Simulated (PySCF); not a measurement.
# C₃H₁₁PSi₂: electronic excitations at several levels of theory, part 2 of 2

PySCF 2.14.0. Atoms count from 0. The steps go on from the part before.

### Step 5. Excited states and response: LC-wPBE/def2-SVPD

The job: settings as JSON, then the geometry in Å.

```
{"job": {"kind": "uv", "xc": "LC-wPBE", "basis": "def2-SVPD", "ip": true}, "charge": 0, "multiplicity": 1}
C     -3.162374    -0.578538     0.400058
C     -2.213441     0.325222     0.672091
Si    -0.504427     0.284335    -0.081080
C     -0.102199     1.885332    -0.978527
P      0.991621     0.067614     1.615696
Si     2.788790    -0.413841     0.336423
H     -4.158232    -0.536340     0.855955
H     -2.985608    -1.407673    -0.294957
H     -2.450915     1.130201     1.381317
H     -0.443743    -0.875997    -1.027949
H     -0.109175     2.733181    -0.275848
H      0.891772     1.842916    -1.450338
H     -0.847440     2.081117    -1.764965
H      0.667894    -1.298389     1.891846
H      3.864285    -0.985079     1.202574
H      3.282697     0.866026    -0.257421
H      2.507551    -1.372512    -0.778404
```

Method: TDDFT LC-wPBE/def2-SVPD, vertical, gas phase, core orbitals frozen in the response.

The log of the run:

```text
coarse grid: 14952 points
cycle   1  E = -1040.3408756594  dE =  1.423e-01  |g| = 2.907e-01  |ddm| = 4.932e+00
cycle   2  E = -1040.3704215723  dE = -2.955e-02  |g| = 1.297e-01  |ddm| = 7.103e-01
cycle   3  E = -1040.3755093893  dE = -5.088e-03  |g| = 4.409e-02  |ddm| = 3.662e-01
cycle   4  E = -1040.3761723196  dE = -6.629e-04  |g| = 1.618e-02  |ddm| = 1.193e-01
cycle   5  E = -1040.3762478516  dE = -7.553e-05  |g| = 3.771e-03  |ddm| = 3.367e-02
cycle   6  E = -1040.3762544619  dE = -6.610e-06  |g| = 1.061e-03  |ddm| = 1.242e-02
final grid: 128496 points
cycle   7  E = -1040.5441119371  dE = -3.057e-05  |g| = 3.946e-03  |ddm| = 7.372e-02
cycle   8  E = -1040.5441146269  dE = -2.690e-06  |g| = 2.529e-03  |ddm| = 1.176e-02
cycle   9  E = -1040.5441162482  dE = -1.621e-06  |g| = 2.278e-04  |ddm| = 3.794e-03
cycle  10  E = -1040.5441162807  dE = -3.251e-08  |g| = 1.193e-04  |ddm| = 1.005e-03
cycle  11  E = -1040.5441162747  dE =  5.997e-09  |g| = 4.319e-05  |ddm| = 3.100e-04
cycle  12  E = -1040.5441162756  dE = -8.388e-10  |g| = 1.156e-05  |ddm| = 1.140e-04
converged SCF energy = -1040.5441162756

Static polarisability (au): isotropic 119.803, principal 103.097 107.591 148.722

Singlet excitations
state   eV       nm        f      main configurations
  1   6.3107    196.5   0.03282   H->L 0.58, H->L+6 0.10, H->L+7 0.09
  2   6.6614    186.1   0.04579   H-2->L 0.30, H-1->L 0.29, H-4->L 0.11
  3   6.8993    179.7   0.04793   H->L+2 0.56
  4   7.0309    176.3   0.16052   H->L+1 0.57, H->L+9 0.09
  5   7.1779    172.7   0.61275   H-1->L 0.48, H-2->L 0.24
  6   7.2470    171.1   0.08071   H->L+3 0.60, H->L+5 0.19
  7   7.4703    166.0   0.00417   H->L+5 0.26, H->L+8 0.10, H->L+6 0.10
  8   7.7528    159.9   0.00455   H-1->L+2 0.34, H-1->L+3 0.17
  9   7.9899    155.2   0.08865   H-1->L+1 0.34, H-1->L+2 0.16
 10   8.1441    152.2   0.01086   H-1->L+3 0.42

Triplet excitations (Tamm-Dancoff, eV): 4.0392 5.4986 5.7480 6.0705
Vertical ionisation energy (delta-SCF) = 9.0804 eV
```

Run time: 3.2 min. Hardware: 1 thread, shared host.

Key values: HOMO -9.70 eV, LUMO 1.52 eV; lowest singlet 6.31 eV.

### Step 6. Excited states and response: PBE0/6-31G*

The job, as its differences from that of step 5:

```diff
@@ -1,2 +1,2 @@
-{"job": {"kind": "uv", "xc": "LC-wPBE", "basis": "def2-SVPD", "ip": true}, "charge": 0, "multiplicity": 1}
+{"job": {"kind": "uv", "xc": "PBE0", "basis": "6-31G*"}, "charge": 0, "multiplicity": 1}
 C     -3.162374    -0.578538     0.400058
```

With the program's defaults for keys left out, this is: TDDFT PBE0/6-31G*, vertical, gas phase, core orbitals frozen in the response.

The log of the run:

```text
coarse grid: 14952 points
cycle   1  E = -1040.7158432406  dE =  9.324e-02  |g| = 4.047e-01  |ddm| = 3.506e+00
cycle   2  E = -1040.7097467114  dE =  6.097e-03  |g| = 4.276e-01  |ddm| = 8.640e-01
cycle   3  E = -1040.7612327799  dE = -5.149e-02  |g| = 5.054e-02  |ddm| = 4.793e-01
cycle   4  E = -1040.7616965548  dE = -4.638e-04  |g| = 3.204e-02  |ddm| = 7.317e-02
cycle   5  E = -1040.7619708025  dE = -2.742e-04  |g| = 4.493e-03  |ddm| = 2.940e-02
cycle   6  E = -1040.7619769751  dE = -6.173e-06  |g| = 9.763e-04  |ddm| = 6.686e-03
final grid: 128496 points
cycle   7  E = -1040.6864418668  dE = -1.469e-05  |g| = 7.054e-03  |ddm| = 2.333e-02
cycle   8  E = -1040.6864374566  dE =  4.410e-06  |g| = 8.125e-03  |ddm| = 1.636e-02
cycle   9  E = -1040.6864565667  dE = -1.911e-05  |g| = 3.027e-04  |ddm| = 8.811e-03
cycle  10  E = -1040.6864565868  dE = -2.009e-08  |g| = 1.619e-04  |ddm| = 4.623e-04
cycle  11  E = -1040.6864565933  dE = -6.525e-09  |g| = 5.102e-05  |ddm| = 1.811e-04
cycle  12  E = -1040.6864565940  dE = -6.735e-10  |g| = 1.677e-05  |ddm| = 6.103e-05
converged SCF energy = -1040.6864565940

Static polarisability (au): isotropic 104.747, principal 88.362 89.507 136.373

Singlet excitations
state   eV       nm        f      main configurations
  1   5.6687    218.7   0.03873   H->L 0.95
  2   6.4082    193.5   0.05812   H-1->L 0.34, H-2->L 0.32, H->L+1 0.28
  3   6.5790    188.5   0.14506   H->L+1 0.59, H-2->L 0.13, H->L+2 0.11
  4   6.7720    183.1   0.04842   H->L+2 0.67, H->L+3 0.14, H-2->L 0.08
  5   6.8992    179.7   0.34238   H-1->L 0.44, H-2->L 0.24, H-3->L 0.10
  6   7.0342    176.3   0.03790   H->L+3 0.55, H-1->L+1 0.12, H->L+4 0.12
  7   7.2189    171.7   0.15284   H->L+4 0.68
  8   7.3947    167.7   0.05482   H-1->L+1 0.74, H->L+3 0.13
  9   7.5014    165.3   0.00826   H-1->L+2 0.56, H-1->L+3 0.16, H-4->L 0.08
 10   7.5653    163.9   0.00221   H->L+5 0.77, H-1->L+2 0.12

Triplet excitations (Tamm-Dancoff, eV): 4.1319 5.3006 5.6049 5.9740
```

Wall time 16 s (1 thread, shared host).

Key values: HOMO -7.04 eV, LUMO -0.35 eV; lowest singlet 5.67 eV.

### Step 7. Ultraviolet spectrum: PBE0/def2-SVP

The job, as its differences from that of step 6:

```diff
@@ -1,2 +1,2 @@
-{"job": {"kind": "uv", "xc": "PBE0", "basis": "6-31G*"}, "charge": 0, "multiplicity": 1}
+{"job": {"kind": "uv", "xc": "PBE0", "basis": "def2-SVP"}, "charge": 0, "multiplicity": 1}
 C     -3.162374    -0.578538     0.400058
```

With the program's defaults for keys left out, this is: TDDFT PBE0/def2-SVP, vertical, gas phase, core orbitals frozen in the response.

The log of the run:

```text
coarse grid: 14952 points
cycle   1  E = -1040.2099993345  dE =  4.292e-02  |g| = 3.705e-01  |ddm| = 3.856e+00
cycle   2  E = -1040.2046403475  dE =  5.359e-03  |g| = 3.943e-01  |ddm| = 8.117e-01
cycle   3  E = -1040.2481480269  dE = -4.351e-02  |g| = 4.857e-02  |ddm| = 4.443e-01
cycle   4  E = -1040.2485261795  dE = -3.782e-04  |g| = 3.414e-02  |ddm| = 7.873e-02
cycle   5  E = -1040.2488417384  dE = -3.156e-04  |g| = 4.516e-03  |ddm| = 3.232e-02
cycle   6  E = -1040.2488478618  dE = -6.123e-06  |g| = 9.964e-04  |ddm| = 7.283e-03
final grid: 128496 points
cycle   7  E = -1040.3745201368  dE = -1.584e-05  |g| = 6.535e-03  |ddm| = 2.810e-02
cycle   8  E = -1040.3745159919  dE =  4.145e-06  |g| = 7.553e-03  |ddm| = 1.571e-02
cycle   9  E = -1040.3745324469  dE = -1.645e-05  |g| = 2.772e-04  |ddm| = 8.669e-03
cycle  10  E = -1040.3745324675  dE = -2.066e-08  |g| = 1.214e-04  |ddm| = 4.702e-04
cycle  11  E = -1040.3745324713  dE = -3.736e-09  |g| = 4.353e-05  |ddm| = 1.575e-04
cycle  12  E = -1040.3745324717  dE = -4.568e-10  |g| = 1.667e-05  |ddm| = 5.299e-05
converged SCF energy = -1040.3745324717

Static polarisability (au): isotropic 108.925, principal 91.837 94.498 140.441

Singlet excitations
state   eV       nm        f      main configurations
  1   5.5765    222.3   0.02468   H->L 0.96
  2   6.3513    195.2   0.12101   H-2->L 0.45, H-1->L 0.41
  3   6.6064    187.7   0.00967   H->L+2 0.59, H->L+1 0.31
  4   6.7376    184.0   0.04101   H->L+1 0.52, H->L+2 0.27, H-2->L 0.08
  5   6.8543    180.9   0.30594   H-1->L 0.41, H-2->L 0.22, H-3->L 0.09
  6   6.9690    177.9   0.08928   H->L+3 0.75
  7   7.3287    169.2   0.07837   H->L+4 0.53, H-4->L 0.22
  8   7.4275    166.9   0.00224   H->L+5 0.76, H-4->L 0.10
  9   7.4762    165.8   0.01506   H-4->L 0.31, H-1->L+2 0.23, H-1->L+3 0.18
 10   7.4956    165.4   0.00810   H-1->L+1 0.38, H-1->L+2 0.23, H-3->L 0.13

Triplet excitations (Tamm-Dancoff, eV): 4.1241 5.3063 5.7690 5.8641
```

Wall time 21 s (1 thread, shared host).

Key values: HOMO -7.14 eV, LUMO -0.54 eV; lowest singlet 5.58 eV.

### Step 8. Ultraviolet spectrum: PBE0/def2-TZVP

The job, as its differences from that of step 7:

```diff
@@ -1,2 +1,2 @@
-{"job": {"kind": "uv", "xc": "PBE0", "basis": "def2-SVP"}, "charge": 0, "multiplicity": 1}
+{"job": {"kind": "uv", "xc": "PBE0", "basis": "def2-TZVP"}, "charge": 0, "multiplicity": 1}
 C     -3.162374    -0.578538     0.400058
```

Method: TDDFT PBE0/def2-TZVP, vertical, gas phase, core orbitals frozen in the response.

The log of the run:

```text
coarse grid: 14952 points
cycle   1  E = -1040.7866048892  dE =  6.321e-02  |g| = 4.287e-01  |ddm| = 2.935e+00
cycle   2  E = -1040.7771396595  dE =  9.465e-03  |g| = 4.567e-01  |ddm| = 6.374e-01
cycle   3  E = -1040.8310624422  dE = -5.392e-02  |g| = 6.141e-02  |ddm| = 3.672e-01
cycle   4  E = -1040.8316159117  dE = -5.535e-04  |g| = 4.292e-02  |ddm| = 6.499e-02
cycle   5  E = -1040.8320918268  dE = -4.759e-04  |g| = 6.361e-03  |ddm| = 2.793e-02
cycle   6  E = -1040.8321018895  dE = -1.006e-05  |g| = 2.035e-03  |ddm| = 7.066e-03
cycle   7  E = -1040.8321029777  dE = -1.088e-06  |g| = 2.740e-04  |ddm| = 1.910e-03
final grid: 128496 points
cycle   8  E = -1040.8234514965  dE = -4.080e-05  |g| = 7.010e-03  |ddm| = 4.231e-02
cycle   9  E = -1040.8234475312  dE =  3.965e-06  |g| = 7.790e-03  |ddm| = 1.073e-02
cycle  10  E = -1040.8234632719  dE = -1.574e-05  |g| = 4.088e-04  |ddm| = 5.913e-03
cycle  11  E = -1040.8234633162  dE = -4.427e-08  |g| = 1.449e-04  |ddm| = 4.883e-04
cycle  12  E = -1040.8234633216  dE = -5.397e-09  |g| = 6.896e-05  |ddm| = 1.604e-04
cycle  13  E = -1040.8234633227  dE = -1.092e-09  |g| = 2.345e-05  |ddm| = 5.519e-05
cycle  14  E = -1040.8234633228  dE = -1.471e-10  |g| = 4.218e-06  |ddm| = 1.796e-05
converged SCF energy = -1040.8234633228

Static polarisability (au): isotropic 120.977, principal 102.674 106.759 153.497

Singlet excitations
state   eV       nm        f      main configurations
  1   5.4040    229.4   0.02294   H->L 0.95
  2   6.1375    202.0   0.10722   H-1->L 0.48, H-2->L 0.34
  3   6.3056    196.6   0.01552   H->L+2 0.54, H->L+1 0.39
  4   6.4742    191.5   0.10592   H->L+1 0.42, H->L+2 0.30, H-2->L 0.09
  5   6.5489    189.3   0.02382   H->L+3 0.76
  6   6.6539    186.3   0.28592   H-1->L 0.36, H-2->L 0.30, H->L+3 0.09
  7   6.7879    182.7   0.12066   H->L+4 0.59, H->L+5 0.20
  8   6.9963    177.2   0.05494   H->L+5 0.73, H->L+4 0.15
  9   7.0801    175.1   0.02808   H-1->L+1 0.47, H-1->L+3 0.25, H-1->L+2 0.15
 10   7.1838    172.6   0.02292   H-1->L+3 0.51, H-1->L+1 0.34

Triplet excitations (Tamm-Dancoff, eV): 4.0954 5.0972 5.4532 5.6561
```

It took 54 s on 1 thread, shared host.

Key values: HOMO -7.17 eV, LUMO -0.72 eV; lowest singlet 5.40 eV.

### Step 9. Comparing the runs: electronic excitations

Excitations and ground-state properties, with basis size and wall time:

```
                run  lowest singlet (eV)  brightest (eV)      f  gap (eV)  α (Å³)  μ (D)  functions     time
CAM-B3LYP/def2-SVPD                 5.93            6.93  0.383      8.80   18.20   1.14        220  2.9 min
  wB97X-D/def2-SVPD                 5.96            6.95  0.410     10.01   18.23   1.21        220  2.7 min
  LC-wPBE/def2-SVPD                 6.31            7.18  0.613     11.22   17.75   1.21        220  3.2 min
        PBE0/6-31G*                 5.67            6.90  0.342      6.69   15.52   1.45        118     16 s
      PBE0/def2-SVP                 5.58            6.85  0.306      6.60   16.14   1.27        151     21 s
     PBE0/def2-TZVP                 5.40            6.65  0.286      6.46   17.93   1.19        270     54 s
```

### Step 10. Summary of results

The summary covers parts 1 to 2.

| quantity | value |
| --- | --- |
| point group | C1 |
| rotational constants (main isotopes) | 3.06, 0.93, 0.81 GHz |
| lowest singlet (CAM-B3LYP/def2-SVPD) | 5.93 eV (209 nm), f = 0.033 |
| brightest single state of those computed | state 6, 6.93 eV, f = 0.383 |
| lowest triplet | 4.18 eV |
| vertical ionisation energy (ΔSCF) | 9.01 eV |
| range of the lowest singlet | 5.40 to 6.31 eV |

What this shows: Single values in the summary come from the first run of each kind that ended normally (CAM-B3LYP/def2-SVPD), which need not be the best level. Relaxing lowered the energy by 0.133 eV in 7 steps; the close pair that moved most is P4–H13, from 1.381 to 1.431 Å. No frequency check was run at this level, so the end point may be a saddle. The lowest singlet, at 5.93 eV, is HOMO→LUMO 0.80 and is weak; of the 10 states computed, the strongest absorption comes from state 6 at 6.93 eV. The lowest triplet lies 1.76 eV below the lowest singlet (triplets in Tamm-Dancoff, singlets in full TDDFT). The orbital energy would give 8.39 eV for ionisation, ΔSCF gives 9.01 eV. The lowest singlet runs from 5.40 eV (PBE0/def2-TZVP) to 6.31 eV (LC-wPBE/def2-SVPD), while the orbital gap spans 6.46 to 11.22 eV. The lowest state need not be the same one in every run.
